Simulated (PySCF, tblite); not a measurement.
# Al₃H₇N₃O+, a small gas-phase stand-in for a defect centre (aluminium nitride ring): NMR shifts, core binding energies and electronic excitations

Aim: the NMR shifts, core binding energies and electronic excitations of `[OH2+][Al]1[NH][AlH][NH][AlH][NH]1`. It is drawn as: protonated.

Programs: tblite 0.8.0 and PySCF 2.14.0. All values are calculated, for the isolated system unless a continuum is named. Atoms count from 0, parts from 1.

## 1. The system as given

14 atoms, charge 1, multiplicity 1; geometry: distance geometry start.

## 2. Relaxing the cluster with GFN2-xTB

The job: settings as JSON, then the geometry in Å.

```
{"job": {"kind": "relax", "xc": "GFN2-xTB", "basis": "xTB"}, "charge": 1, "multiplicity": 1}
N     -1.673287     2.293499     1.216719
Al    -1.234365     3.277034    -0.355384
N      0.008000     2.449308    -1.555682
Al     1.548658     1.641741    -0.747326
N      1.308039     1.003256     1.059223
Al    -0.520241     0.830401     1.633320
O     -1.254934    -0.877291     1.523635
H     -2.017702     2.823163     2.033281
H     -1.092017     4.769859    -0.164797
H     -0.385372     1.976220    -2.353428
H      2.397660     0.762955    -1.661888
H      1.939429     0.265358     1.355786
H     -1.885607    -1.010563     0.772611
H     -0.653929    -1.634601     1.707480
```

Level: GFN2-xTB geometry optimisation, gas phase.

Command:

```
OMP_NUM_THREADS=1 python cluster_run.py task.json out
```

One launch serves the whole session: the jobs run in the order shown.

**Question.** The jobs that follow are: PBE0-D3(BJ)/def2-SVP geometry optimisation, gas phase; GIAO PBE0/pcSseg-1 NMR shielding, non-relativistic, gas phase; delta-SCF UKS SCAN, pcX-2 on the ionised atom, pcseg-1 elsewhere, spin-free X2C; TDDFT CAM-B3LYP/def2-SVPD, vertical, gas phase, core orbitals frozen in the response. Predict: point group; rotational constants (main isotopes); $^{1}$H shifts against TMS (PBE0/pcSseg-1, means over atoms taken as alike); $^{15}$N shifts against NH3 (PBE0/pcSseg-1, means over atoms taken as alike); $^{27}$Al shifts against AlH4- (PBE0/pcSseg-1, means over atoms taken as alike); $^{17}$O shifts against H2O (PBE0/pcSseg-1); Al2p binding energies, SCAN/pcX-2; N1s binding energies, SCAN/pcX-2; O1s binding energies, SCAN/pcX-2; lowest singlet (CAM-B3LYP/def2-SVPD); brightest single state of those computed; lowest triplet; vertical ionisation energy (ΔSCF); vertical electron affinity (ΔSCF).

The runs gave:

```
                                                                       quantity                        value
                                                                    point group                          C2v
                                           rotational constants (main isotopes)         2.04, 1.24, 0.77 GHz
    $^{1}$H shifts against TMS (PBE0/pcSseg-1, means over atoms taken as alike)   4.81, 4.76, 2.14, 1.24 ppm
   $^{15}$N shifts against NH3 (PBE0/pcSseg-1, means over atoms taken as alike)               61.0, 29.7 ppm
$^{27}$Al shifts against AlH4- (PBE0/pcSseg-1, means over atoms taken as alike)              101.9, 58.4 ppm
                                    $^{17}$O shifts against H2O (PBE0/pcSseg-1)                     30.2 ppm
                                              Al2p binding energies, SCAN/pcX-2      Al5 85.65, Al1 83.65 eV
                                               N1s binding energies, SCAN/pcX-2      N4 407.58, N2 406.73 eV
                                               O1s binding energies, SCAN/pcX-2                 O6 547.29 eV
                                           lowest singlet (CAM-B3LYP/def2-SVPD)  5.28 eV (235 nm), f = 0.000
                                       brightest single state of those computed  state 3, 6.40 eV, f = 0.075
                                                                 lowest triplet                      5.04 eV
                                              vertical ionisation energy (ΔSCF)                     13.06 eV
                                              vertical electron affinity (ΔSCF)                      4.12 eV
```

What this shows: The start of the PBE0/def2-SVP relaxation was shaken at random by about 0.01 Å, so part of the energy gained, and of the first lengths quoted, undoes that. Relaxing lowered the energy by 0.243 eV in 6 steps; the close pair that moved most is Al3–H10, from 1.466 to 1.570 Å (PBE0/def2-SVP). At PBE0/pcSseg-1: The largest span, 311 ppm, is at Al5, where the paramagnetic term is -368 ppm. At SCAN/pcX-2: The Al2p levels kept as sound span 2.00 eV, from Al1 (aluminium bonded to 2 N, H) up to Al5 (aluminium bonded to 2 N, O). At SCAN/pcX-2: N4 (nitrogen bonded to 2 Al, H) binds its N1s electron 0.85 eV more tightly than N2 (nitrogen bonded to 2 Al, H). The lowest singlet, at 5.28 eV, is HOMO−1→LUMO 0.87 and is dark; of the 6 states computed, the strongest absorption comes from states 3 to 4 together at 6.40 eV. The lowest triplet lies 0.24 eV below the lowest singlet (triplets in Tamm-Dancoff, singlets in full TDDFT). The orbital energy would give 12.37 eV for ionisation, ΔSCF gives 13.06 eV. A capped cluster stands for the solid here, so long-range fields and strain are missing, and bands or shifts of the capping hydrogens have no counterpart in it.
